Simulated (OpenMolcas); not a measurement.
**Pt⁴⁺ among point charges: CASSCF and CASPT2 levels and susceptibility**

How does a field of 6 point charges split the states of Pt⁴⁺, and what χT follows?

Program: OpenMolcas 26.06. Level of theory: state-averaged CASSCF and CASPT2, spin-orbit coupling by RASSI with atomic mean-field integrals. These are calculated values, not measurements, unless marked.

## 1. The atom as given

- Species: Pt⁴⁺ (platinum, Z = 78, 74 electrons)
- Basis: ANO-RCC-VTZP [8s7p5d3f1g], 84 functions
- Scalar Hamiltonian: DKH2, point nucleus
- Inactive shells: 1s 2s 2p 3s 3p 3d 4s 4p 4d 4f 5s 5p
- Active space: 6 electrons in 5 orbitals (5d)
- Some configurations of this space: 5d⁶
- Orbitals: optimised for each spin and parity, averaged over all roots

The outer shells:

5d6
```
5d [↑↓][↑ ][↑ ][↑ ][↑ ]
```

The ion sits among 6 point charges of -1.7 e arranged as a trigonal prism (D3h), 1.94 Å from the ion, with a polar angle of 41.2° against the regular 49.1°.

Each step is its own input file, run in one work folder so that later steps find the files of earlier ones. Labels, J, g values, rates, χT and fits are worked out afterwards by a script from the matrices that RASSI stores.

## 2. Basis and integrals

Contents of a.inp:

```
&GATEWAY
Coord
1

Pt 0.0 0.0 0.0
Basis=ANO-RCC-VTZP
Group=NoSym
NoMove
AngMom=0.0 0.0 0.0
AMFI
XField
6 Angstrom 0
1.278978 0.000000 1.458703 -1.700000
-0.639489 1.107628 1.458703 -1.700000
-0.639489 -1.107628 1.458703 -1.700000
1.278978 0.000000 -1.458703 -1.700000
-0.639489 1.107628 -1.458703 -1.700000
-0.639489 -1.107628 -1.458703 -1.700000
&SEWARD
```

Started as:

```console
$ OMP_NUM_THREADS=1 MOLCAS_MEM=1689 MOLCAS_PROJECT=a pymolcas a.inp > a.log
```

## 3. CASSCF: quintets, 5 roots

Contents of a.inp:

```
&RASSCF
FileOrb=start.orb
Symmetry=1
Spin=5
nActEl=6 0 0
Inactive=34
Ras2=5
CIRoot=5 5 1
SDav=5
CIMx=300
Iter=120 100
PrWF=0.3
OrbListing=Nothing
MaxOrb=0
>>> COPY $Project.JobIph JOB001
```

start.orb holds the contracted functions of the basis, ordered by shell, or the orbitals of the step before.

## 4. Reference wave functions, triplets, 45 roots

Contents of a.inp:

```
&RASSCF
FileOrb=start.orb
Symmetry=1
Spin=3
nActEl=6 0 0
Inactive=34
Ras2=5
CIRoot=45 45 1
SDav=45
CIMx=300
Iter=120 100
PrWF=0.3
OrbListing=Nothing
MaxOrb=0
>>> COPY $Project.JobIph JOB002
```

## 5. CASSCF: singlets, 50 roots

Contents of a.inp:

```
&RASSCF
FileOrb=start.orb
Symmetry=1
Spin=1
nActEl=6 0 0
Inactive=34
Ras2=5
CIRoot=50 50 1
SDav=50
CIMx=300
Iter=120 100
PrWF=0.3
OrbListing=Nothing
MaxOrb=0
>>> COPY $Project.JobIph JOB003
```

## 6. RASSI: spin-orbit coupling between the states

Contents of a.inp:

```
&RASSI
NrOfJobIphs=3 5 45 50
1 2 3 4 5
1 2 3 4 5 6 7 8 9 10 11 12 13 14 15 16 17 18 19 20 21 22 23 24 25 26 27
28 29 30 31 32 33 34 35 36 37 38 39 40 41 42 43 44 45
1 2 3 4 5 6 7 8 9 10 11 12 13 14 15 16 17 18 19 20 21 22 23 24 25 26 27
28 29 30 31 32 33 34 35 36 37 38 39 40 41 42 43 44 45 46 47 48 49 50
IphNames
JOB001
JOB002
JOB003
EJob
SpinOrbit
DIPRint=1.0
SOCoupling=1000.0
Subsets=2
Property=9
'ANGMOM' 1 'ANGMOM' 2 'ANGMOM' 3 'MLTPL  1' 1 'MLTPL  1' 2 'MLTPL  1' 3
'AMFI' 1 'AMFI' 2 'AMFI' 3
SOProperty=3
'ANGMOM' 1 'ANGMOM' 2 'ANGMOM' 3
```

## 7. CASPT2: IPEA 0.25, imaginary shift 0.1 (closed shells correlated: 4f 5s 5p)

Contents of a.inp:

```
>>> COPY JOB001 $Project.JobIph
&CASPT2
Multistate=5 1 2 3 4 5
NoMult
Frozen=23
IPEA=0.25
Imaginary=0.1
MaxIter=60
WThr=0.0 0.3 0.05
PrWF=0.5
NoMix
>>> COPY JOB002 $Project.JobIph
&CASPT2
Multistate=45 1 2 3 4 5 6 7 8 9 10 11 12 13 14 15 16 17 18 19 20 21 22
23 24 25 26 27 28 29 30 31 32 33 34 35 36 37 38 39 40 41 42 43 44 45
NoMult
Frozen=23
IPEA=0.25
Imaginary=0.1
MaxIter=60
WThr=0.0 0.3 0.05
PrWF=0.5
NoMix
>>> COPY JOB003 $Project.JobIph
&CASPT2
Multistate=50 1 2 3 4 5 6 7 8 9 10 11 12 13 14 15 16 17 18 19 20 21 22
23 24 25 26 27 28 29 30 31 32 33 34 35 36 37 38 39 40 41 42 43 44 45 46
47 48 49 50
NoMult
Frozen=23
IPEA=0.25
Imaginary=0.1
MaxIter=60
WThr=0.0 0.3 0.05
PrWF=0.5
NoMix
```

(Steps that only read results are left out.)

Before running it: what results should come out? Wanted: spin-free ground state; first state of the same spin within the active space; lowest level; next level.

As calculated:

| quantity | value |
| --- | --- |
| method | SS-CASPT2, IPEA 0.25, imaginary shift 0.1 (closed shells correlated: 4f 5s 5p) |
| spin-free ground state | 5E, 2-fold in its orbital part |
| first state of the same spin within the active space | 5A1 at 10400 cm⁻¹ |
| lowest level | 2-fold E, g = 0.00, 0.00, 11.65 |
| next level | 2186.4 cm⁻¹ |
| χT at 300 K | 4.45 cm³ K/mol |
| effective moment at 300 K | 5.97 μB |

Cost by method:

| method | time of its own steps | time with the reference |
| --- | --- | --- |
| A. CASSCF | 32 s | 32 s |
| B. SS-CASPT2, IPEA 0.25, imaginary shift 0.1, +4f 5s 5p | 70 s | 1.7 min |

Times are of one thread on a shared host.

What this shows: The spin-free ground state (5E) comes to 100 % from free-ion D terms and keeps the highest spin of the shell. χT at 300 K is 4.45, against 3.01 cm³ K/mol for the spin alone, so orbital moment adds to it. An active space of the d shell alone favours high spin; real ions in strong fields can be low spin. CASPT2 does not keep the components of a term degenerate, and the means are used. The field of point charges can differ much from that of real complexes. With metal d orbitals alone active, the gaps between spin states are rough; where two lie within a few thousand cm-1, their order is open. Point charges carry no covalency, so the field is a model and not that of real ligands.
